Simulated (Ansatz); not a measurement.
# SnS: up Jacob's ladder to CCSD(T)

One table from this session's results is given with a row withheld; the runs are named, their logs left out.

Computed with Ansatz 0.2.0, Gaussian basis. Level: functionals in def2-TZVPP, the program's frozen cores in correlated methods.

Levels to be run: LDA (SPW92), PBE-D4, revPBE-D4, BLYP-D4, r2SCAN-D4, B97M-V, PBE0-D4, B3LYP-D4, r2SCANh-D4, r2SCAN0-D4, HSE06-D4, BHLYP-D4, CAM-B3LYP-D4, LC-ωPBE, ωB97X-V, ωB97M-V, B2PLYP, PBE-QIDH; CCSD(T)/def2-SVP; CCSD(T)/def2-TZVPP; CCSD(T)/def2-QZVPP; extrapolation to the limit; RPA on PBE.

## The relaxed structure

An earlier PBE0-D4 in a triple-zeta def2 set relaxation fixed the geometry. Sn takes the def2 core potential; no spin-orbit term is included.

2 atoms, charge 0, spin multiplicity 1.

Atoms are counted from 1 here; the program's logs count them from 0.

Bond lengths: S1–Sn2 2.203 Å.

Set-up of the first run:

in.yaml reads:

```yaml
crystal:
  periodic: [false, false, false]
  atoms:
    - {symbol: S, position_ang: [-0.000000, 0.000000, 0.002789]}
    - {symbol: Sn, position_ang: [0.000000, -0.000000, 2.206237]}
basis:
  gaussian: {orbitals: def2-TZVPP}
hamiltonian: {xc: lda}
output: {orbitals: {seedname: orbitals}}
```

On the command line:

```bash
ansatz run in.yaml --threads 2 --pin off --events-out ev --progress --plain --max-ram 32768MiB --backend cpu
```

Steps of the session up to this table: LDA; PBE-D4 (GGA); revPBE-D4 (GGA); BLYP-D4 (GGA); r2SCAN-D4 (meta-GGA); B97M-V (meta-GGA); PBE0-D4 (hybrid); B3LYP-D4 (hybrid); r2SCANh-D4 (hybrid); r2SCAN0-D4 (hybrid); HSE06-D4 (hybrid); BHLYP-D4 (hybrid); CAM-B3LYP-D4 (range-separated); LC-ωPBE (range-separated); ωB97X-V (range-separated); ωB97M-V (range-separated); B2PLYP (double hybrid); PBE-QIDH (double hybrid).

One table of the session follows, with a row left open; its other results are not shown here.

It belongs to the step «Orbital energies across the functionals». 

```
  functional  HOMO (eV)  LUMO (eV)  gap (eV)
 LDA (SPW92)      -6.54      -3.35      3.19
      PBE-D4      -6.34      -3.13      3.21
   revPBE-D4      -6.27      -3.05      3.22
     BLYP-D4      -6.16      -3.04      3.13
   r2SCAN-D4      -6.61      -3.07      3.54
      B97M-V          ?          ?         ?
     PBE0-D4      -7.34      -2.48      4.85
    B3LYP-D4      -7.11      -2.68      4.43
  r2SCANh-D4      -6.97      -2.82      4.15
  r2SCAN0-D4      -7.52      -2.45      5.07
    HSE06-D4      -6.94      -2.84      4.10
    BHLYP-D4      -8.16      -1.77      6.39
CAM-B3LYP-D4      -8.50      -1.57      6.93
     LC-ωPBE      -9.78      -0.59      9.19
     ωB97X-V      -9.46      -0.63      8.83
     ωB97M-V      -9.35      -0.74      8.61
```

**Question.** Estimate the row for B97M-V.

The run gave: HOMO (eV): -6.49; LUMO (eV): -3.03; gap (eV): 3.46. In the column «HOMO (eV)» it lies between LDA (SPW92) (-6.54) and PBE-D4 (-6.34).
